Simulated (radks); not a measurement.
**Valence configurations of Nd²⁺**

Aim: which of several valence configurations of Nd²⁺ lies lowest at this level, and whether it is the one NIST lists ([Xe] 4f4).

Method: Dirac Kohn-Sham, PBE, spin-unpolarised, spherical densities, finite nucleus; open shells fill j = l - 1/2 first. Code: radks (a radial shooting solver on a logarithmic mesh, Libxc functionals) version 1.

**1. The system**

```
element            : neodymium (Z = 60)
charge             : +2
electrons          : 58
configuration      : [Xe] 4f4
nuclear rms radius : 4.9123 fm
others tried       : 4f3 5d1; 4f3 5d0.5 6s0.5; 4f3.5 6s0.5; 4f3 6p1; 4f3 6s1; 4f3 5d0.5 6p0.5; 4f2 5d2; 4f2 6s2; 4f3.5 6p0.5
```

**2. [Xe] 4f4**

The run's settings:

```text
Z 60
configuration [Xe] 4f4
relativity Dirac
functional pbe,pbe
spin unpolarised
j_filling energy
nucleus finite rms 4.9123 fm
c 137.035999084
```

The run is started by

```bash
$ python run_ks.py task.json out
```

All runs below come from this command, one after another.

**3. [Xe] 4f3 5d1**

Settings, as their differences from step 2:

```diff
@@ -1,3 +1,3 @@
 Z 60
-configuration [Xe] 4f4
+configuration [Xe] 4f3 5d1
 relativity Dirac
```

**4. [Xe] 4f3 5d0.5 6s0.5**

Settings, as their differences from step 3:

```diff
@@ -1,3 +1,3 @@
 Z 60
-configuration [Xe] 4f3 5d1
+configuration [Xe] 4f3 5d0.5 6s0.5
 relativity Dirac
```

**5. [Xe] 4f3.5 6s0.5**

Settings, as their differences from step 4:

```diff
@@ -1,3 +1,3 @@
 Z 60
-configuration [Xe] 4f3 5d0.5 6s0.5
+configuration [Xe] 4f3.5 6s0.5
 relativity Dirac
```

**6. [Xe] 4f3 6p1**

Settings, as their differences from step 5:

```diff
@@ -1,3 +1,3 @@
 Z 60
-configuration [Xe] 4f3.5 6s0.5
+configuration [Xe] 4f3 6p1
 relativity Dirac
```

**7. [Xe] 4f3 6s1**

Settings, as their differences from step 6:

```diff
@@ -1,3 +1,3 @@
 Z 60
-configuration [Xe] 4f3 6p1
+configuration [Xe] 4f3 6s1
 relativity Dirac
```

**8. [Xe] 4f3 5d0.5 6p0.5**

Settings, as their differences from step 7:

```diff
@@ -1,3 +1,3 @@
 Z 60
-configuration [Xe] 4f3 6s1
+configuration [Xe] 4f3 5d0.5 6p0.5
 relativity Dirac
```

**9. [Xe] 4f2 5d2**

Settings, as their differences from step 8:

```diff
@@ -1,3 +1,3 @@
 Z 60
-configuration [Xe] 4f3 5d0.5 6p0.5
+configuration [Xe] 4f2 5d2
 relativity Dirac
```

**10. [Xe] 4f2 6s2**

Settings, as their differences from step 9:

```diff
@@ -1,3 +1,3 @@
 Z 60
-configuration [Xe] 4f2 5d2
+configuration [Xe] 4f2 6s2
 relativity Dirac
```

**11. [Xe] 4f3.5 6p0.5**

Settings, as their differences from step 10:

```diff
@@ -1,3 +1,3 @@
 Z 60
-configuration [Xe] 4f2 6s2
+configuration [Xe] 4f3.5 6p0.5
 relativity Dirac
```

Before running it: what results should come out? Wanted: for each run, valence; E − E(NIST configuration); highest level; its energy; 1s shift.

The runs gave:

```
        valence  E − E(NIST configuration) (eV)  highest level  its energy (eV)  1s shift (eV)
            4f4                           0.000          4f5/2          -14.666          +0.00
    4f3.5 6s0.5                           1.309          6s1/2          -14.396          -4.21
        4f3 5d1                           2.878          5d3/2          -15.165          -6.27
    4f3.5 6p0.5                           3.077          6p1/2          -11.140          -4.69
4f3 5d0.5 6s0.5                           3.450          6s1/2          -14.749          -7.57
        4f3 6s1                           4.180          6s1/2          -15.339          -8.92
4f3 5d0.5 6p0.5                           5.267          6p1/2          -11.383          -8.04
        4f3 6p1                           7.914          6p1/2          -12.126          -9.86
        4f2 5d2                          10.253          5d3/2          -16.663         -13.64
        4f2 6s2                          15.386          6s1/2          -17.207         -19.54
```

In words: The NIST configuration is the lowest of those tried, 1.309 eV under 4f3.5 6s0.5. The energies are those of spherical spin-averaged densities, not of single terms. The 1s eigenvalue shifts by up to 19.54 eV as the valence charge is rearranged.
